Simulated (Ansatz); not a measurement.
The system is LiY3.

```
Y Li
1.0
    -2.36719    2.36719    5.32664
     2.36719   -2.36719    5.32664
     2.36719    2.36719   -5.32664
Y Li
3 1
Direct
  0.50000 0.50000 0.00000
  0.25000 0.75000 0.50000
  0.75000 0.25000 0.50000
  0.00000 0.00000 0.00000
```

The cell comes from a database or a generator and needn't be the stable form of this composition.

Base run:

| Property | Result |
| --- | --- |
| Program | Ansatz 0.2.0 |
| Functional | PBE |
| Potentials or basis | Ansatz PAW |
| Cutoff | 420 eV |
| Density cutoff | 1680 eV |
| k mesh | 6 × 6 × 6 |
| Occupations | fermi-dirac, width 0.05 eV |
| Spin | no spin polarisation |
| Hubbard terms | Y d U = 4 eV |

Its results: band gap on the k mesh none (metal or under the smearing width); pressure 5.8 GPa.

The run is repeated on the same cell with these changes: hubbard terms from Y d U = 4 eV to Y d U = 6 eV. What comes out?

Band gap on the k mesh none (metal or under the smearing width); pressure 9.2 GPa.

Caveats: U without spin polarisation on a metal has little footing; the U is typed as a test and isn't derived for this compound.

Not every run made on this cell is shown here.
